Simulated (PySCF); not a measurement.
**C3H9BS: electronic excitations and core binding energies**

Wanted: the electronic excitations and core binding energies of C3H9BS (`BSC(C)C`), by calculation.

Programs: PySCF 2.14.0, with density-fitted response routines of our own. Each step states its level of theory. These are calculated values for one molecule in the gas phase, unless marked as measured. Atoms are numbered from 0 throughout.

### 1 Starting geometry

14 atoms, charge 0, multiplicity 1; geometry from: GFN2-xTB.

Bonds of the start (Å): B0–S1 1.74, S1–C2 1.86, C2–C3 1.52, C2–C4 1.52, B0–H5 1.17, B0–H6 1.17, C2–H7 1.09, C3–H8 1.09, C3–H9 1.09, C3–H10 1.09, C4–H11 1.09, C4–H12 1.09, C4–H13 1.09.

### 2 Ultraviolet spectrum: PBE0/def2-SVPD

What the job is given:

```
{"job": {"kind": "uv", "xc": "PBE0", "basis": "def2-SVPD", "nstates": 8, "ntriplets": 3}, "charge": 0, "multiplicity": 1}
B      2.465368    -0.528198    -0.323449
S      0.987327    -1.226601     0.279798
C     -0.328272    -0.018638    -0.239473
C     -0.321277     1.175230     0.699778
C     -1.667176    -0.736362    -0.239730
H      2.444122     0.473789    -0.924204
H      3.453270    -1.110130    -0.107282
H     -0.068211     0.293605    -1.253187
H      0.647536     1.670655     0.689416
H     -1.080077     1.893660     0.393797
H     -0.535643     0.854311     1.717158
H     -1.914119    -1.067134     0.766023
H     -1.633561    -1.607492    -0.889058
H     -2.449965    -0.067167    -0.591752
```

Method: TDDFT PBE0/def2-SVPD, vertical, gas phase, core orbitals frozen in the response.

On the command line:

```console
OMP_NUM_THREADS=1 python probes_run.py task.json out
```

This one command runs all jobs of the session in turn.

**Question.** This job is followed by: delta-SCF UKS SCAN, pcX-2 on the ionised atom, pcseg-1 elsewhere, spin-free X2C. Predict these results of the whole session: lowest singlet (PBE0/def2-SVPD); brightest single state of those computed; lowest triplet; C1s binding energies, SCAN/pcX-2; S1s binding energies, SCAN/pcX-2; S2p binding energies, SCAN/pcX-2.

**Answer**, as computed:

```
                                quantity                        value
         lowest singlet (PBE0/def2-SVPD)  5.84 eV (212 nm), f = 0.000
brightest single state of those computed  state 2, 5.99 eV, f = 0.153
                          lowest triplet                      4.31 eV
        C1s binding energies, SCAN/pcX-2      C2 291.31, C3 290.75 eV
        S1s binding energies, SCAN/pcX-2                S1 2476.87 eV
        S2p binding energies, SCAN/pcX-2                 S1 169.40 eV
```

In words: The first singlet state (HOMO−1→LUMO 0.98) lies at 5.84 eV and is dark; of the 8 states computed, the strongest absorption comes from state 2 at 5.99 eV. The lowest triplet lies 1.53 eV below the lowest singlet (triplets in Tamm-Dancoff, singlets in full TDDFT). The C1s levels kept as sound span 0.56 eV, from C3 (methyl carbon) up to C2 (sp3 CH bonded to S).
